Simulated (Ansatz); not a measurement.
**C₃H₇ClGeO: one species, many methods**

An exercise on one series of results from a longer session: the logs are not shown, and one member is left open.

The runs use Ansatz 0.2.0, Gaussian basis; functionals in def2-TZVPP, the program's frozen cores in correlated methods.

Plan: LDA (SPW92), PBE-D4, revPBE-D4, BLYP-D4, r2SCAN-D4, B97M-V, PBE0-D4, B3LYP-D4, r2SCANh-D4, r2SCAN0-D4, HSE06-D4, BHLYP-D4, CAM-B3LYP-D4, LC-ωPBE, ωB97X-V, ωB97M-V, B2PLYP, PBE-QIDH; CCSD(T)/def2-SVP; MP2/def2-TZVPP; MP2/def2-QZVPP; RPA on PBE.

### The geometry

An earlier PBE0-D4 in a triple-zeta def2 set relaxation fixed the geometry.

SMILES `CC(C)[O][Ge][Cl]`, 13 atoms, charge 0, spin multiplicity 1.

Atoms are counted from 1 here; the program's logs count them from 0.

Bond lengths: C1–C2 1.514 Å, C1–H7 1.092 Å, C1–H8 1.092 Å, C1–H9 1.092 Å, C2–C3 1.514 Å, C2–O4 1.424 Å, C2–H10 1.103 Å, C3–H11 1.092 Å, C3–H12 1.093 Å, C3–H13 1.092 Å, O4–Ge5 1.776 Å, Ge5–Cl6 2.187 Å. Angles: C2–C1–H7 110.0°, C2–C1–H8 110.8°, C2–C1–H9 110.7°, H7–C1–H8 108.2°, H7–C1–H9 108.7°, H8–C1–H9 108.4°, C1–C2–C3 112.5°, C1–C2–O4 108.6°, C1–C2–H10 108.6°, C3–C2–O4 108.6°, C3–C2–H10 108.6°, O4–C2–H10 109.8°, C2–C3–H11 110.8°, C2–C3–H12 110.7°, C2–C3–H13 110.0°, H11–C3–H12 108.4°, H11–C3–H13 108.2°, H12–C3–H13 108.6° and more.

Set-up of the first run:

in.yaml reads:

```yaml
crystal:
  periodic: [false, false, false]
  atoms:
    - {symbol: C, position_ang: [-1.204338, -0.859560, -0.319383]}
    - {symbol: C, position_ang: [0.169390, -0.232698, -0.204895]}
    - {symbol: C, position_ang: [0.872435, -0.607616, 1.082867]}
    - {symbol: O, position_ang: [0.027147, 1.183506, -0.248686]}
    - {symbol: Ge, position_ang: [0.788357, 2.118357, -1.552262]}
    - {symbol: Cl, position_ang: [0.097276, 4.081533, -0.880237]}
    - {symbol: H, position_ang: [-1.840090, -0.516957, 0.500332]}
    - {symbol: H, position_ang: [-1.681078, -0.579384, -1.260854]}
    - {symbol: H, position_ang: [-1.136541, -1.949127, -0.277053]}
    - {symbol: H, position_ang: [0.784599, -0.573603, -1.054791]}
    - {symbol: H, position_ang: [1.862243, -0.149358, 1.131829]}
    - {symbol: H, position_ang: [0.989085, -1.691273, 1.157957]}
    - {symbol: H, position_ang: [0.291917, -0.258520, 1.939974]}
basis:
  gaussian: {orbitals: def2-TZVPP}
hamiltonian: {xc: lda}
output: {orbitals: {seedname: orbitals}}
```

The run is started by

```sh
> ansatz run in.yaml --threads 4 --pin off --events-out ev --progress --plain --max-ram 11315MiB
```

Among the steps run: LDA; PBE-D4 (GGA); revPBE-D4 (GGA); BLYP-D4 (GGA); r2SCAN-D4 (meta-GGA); B97M-V (meta-GGA); PBE0-D4 (hybrid); B3LYP-D4 (hybrid); r2SCANh-D4 (hybrid); r2SCAN0-D4 (hybrid); HSE06-D4 (hybrid); BHLYP-D4 (hybrid); CAM-B3LYP-D4 (range-separated); LC-ωPBE (range-separated); ωB97X-V (range-separated); ωB97M-V (range-separated); B2PLYP (double hybrid); PBE-QIDH (double hybrid).

One of the session's tables, all rows but one given; the rest of the session is left out.

It belongs to the step «Orbital energies across the functionals». 

```
  functional  HOMO (eV)  LUMO (eV)  gap (eV)
 LDA (SPW92)      -6.56      -3.17      3.39
      PBE-D4      -6.37      -2.93      3.44
   revPBE-D4      -6.30      -2.84      3.46
     BLYP-D4      -6.25      -2.83      3.43
   r2SCAN-D4      -6.67      -2.91      3.76
      B97M-V      -6.68      -2.84      3.85
     PBE0-D4          ?          ?         ?
    B3LYP-D4      -7.38      -2.42      4.96
  r2SCANh-D4      -7.11      -2.63      4.48
  r2SCAN0-D4      -7.77      -2.20      5.56
    HSE06-D4      -7.16      -2.58      4.59
    BHLYP-D4      -8.63      -1.39      7.24
CAM-B3LYP-D4      -8.88      -1.19      7.69
     LC-ωPBE     -10.12      -0.07     10.05
     ωB97X-V      -9.82      -0.17      9.65
     ωB97M-V      -9.73      -0.26      9.47
```

**Question.** Estimate the row for PBE0-D4.

As computed: HOMO (eV): -7.56; LUMO (eV): -2.20; gap (eV): 5.36. In the column «HOMO (eV)» it lies between r2SCAN0-D4 (-7.77) and B3LYP-D4 (-7.38).
